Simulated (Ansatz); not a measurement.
A nudged elastic band was laid between two geometries of a periodic cell of 15 atoms, MoW14 (host W, host structure bcc, dopant Mo, one W atom removed).

These are results of DFT PBE, scalar-relativistic, plane waves, PAW in Ansatz 0.2.0, not measurements. Settings: PAW set soft_1, cutoff 420 eV, k mesh 3x3x3, gaussian smearing 0.05 eV, no spin polarisation.

```yaml
movable_images: 3
climbing_image: yes
spring: 5.0 eV/Å²
optimiser: quadratic models (default)
start_path: IDPP
force_threshold: 0.05 eV/Å
iteration_limit: 80
end_points: relaxed
```

Initial state:

```xyz
15
Lattice="6.3200 0.0000 0.0000 0.0000 6.3200 0.0000 0.0000 0.0000 6.3200" Properties=species:S:1:pos:R:3
W 3.161 -0.001 -0.004
W 0.003 3.157 -0.004
W 0.003 -0.001 3.155
Mo 1.567 1.563 1.560
W 3.160 3.156 -0.005
W 3.160 -0.001 3.153
W 4.757 1.562 1.559
W 0.002 3.156 3.153
W 1.565 4.754 1.559
W 1.566 1.562 4.750
W 3.159 3.156 3.152
W 4.758 4.755 1.559
W 4.758 1.562 4.751
W 1.565 4.755 4.751
W 4.757 4.754 4.751
```

Final state:

```xyz
15
Lattice="6.3200 0.0000 0.0000 0.0000 6.3200 0.0000 0.0000 0.0000 6.3200" Properties=species:S:1:pos:R:3
W 3.145 0.015 0.015
W 0.015 3.145 0.015
W 0.015 0.015 3.145
Mo 0.017 0.017 0.017
W 3.142 3.142 0.017
W 3.142 0.017 3.142
W 4.741 1.578 1.578
W 0.017 3.142 3.142
W 1.578 4.741 1.578
W 1.578 1.578 4.741
W 3.145 3.145 3.145
W 4.741 4.741 1.580
W 4.741 1.580 4.741
W 1.580 4.741 4.741
W 4.742 4.742 4.742
```

Question: Which bonds break or form, and what moves?

Answer: Contacts lost: Mo4–W5, Mo4–W6, Mo4–W8, Mo4–W11. Contacts made: Mo4–W12, Mo4–W13, Mo4–W14, Mo4–W15. The atom that moves furthest is Mo4, by 2.68 Å.

Question: What energy profile does the band end with?

Answer: The forces met the threshold. The highest image is number 1 of 0 to 4, 1.33 eV above the ends, which have the same energy within 2 meV. Neighbouring images differ by up to 1.3 eV, so the band resolves the path poorly. By the program's own check the climbing image is a first-order saddle point (lowest curvatures found: -4.37 and 7.20 eV/Å²). Limits of this set-up: coarse k mesh.

```csv
image,path coordinate (Å),energy (eV),Mo4–W5 (Å),Mo4–W6 (Å),Mo4–W8 (Å)
0,0.00,0.00,2.74,2.74,2.74
1,0.96,1.33,3.20,3.20,3.20
2,1.53,1.30,3.53,3.53,3.53
3,2.09,0.76,3.97,3.97,3.97
4,2.66,0.00,4.42,4.42,4.42
```

Question: What is the geometry of the highest image?

Answer: 
```xyz
15
Lattice="6.3200 0.0000 0.0000 0.0000 6.3200 0.0000 0.0000 0.0000 6.3200" Properties=species:S:1:pos:R:3:forces:R:3
W 3.236 -0.022 -0.024 -0.04 0.02 0.02
W -0.019 3.234 -0.024 0.02 -0.04 0.02
W -0.019 -0.022 3.231 0.02 0.02 -0.04
Mo 1.015 1.013 1.010 0.04 0.04 0.04
W 3.163 3.160 -0.002 -0.01 -0.01 0.01
W 3.163 0.000 3.158 -0.01 0.01 -0.01
W 4.730 1.611 1.608 -0.03 -0.02 -0.02
W 0.003 3.160 3.158 0.01 -0.01 -0.01
W 1.613 4.728 1.608 -0.02 -0.02 -0.02
W 1.613 1.611 4.725 -0.02 -0.02 -0.03
W 3.132 3.130 3.127 0.03 0.03 0.03
W 4.791 4.788 1.571 -0.02 -0.02 0.03
W 4.791 1.573 4.786 -0.02 0.03 -0.02
W 1.576 4.788 4.786 0.03 -0.02 -0.02
W 4.752 4.749 4.747 0.01 0.01 0.01
```

Time of the run: 32 min on 4 threads of Intel(R) Xeon(R) 6975P-C (Granite Rapids), with other jobs on the host, peak memory 2.4 GiB.
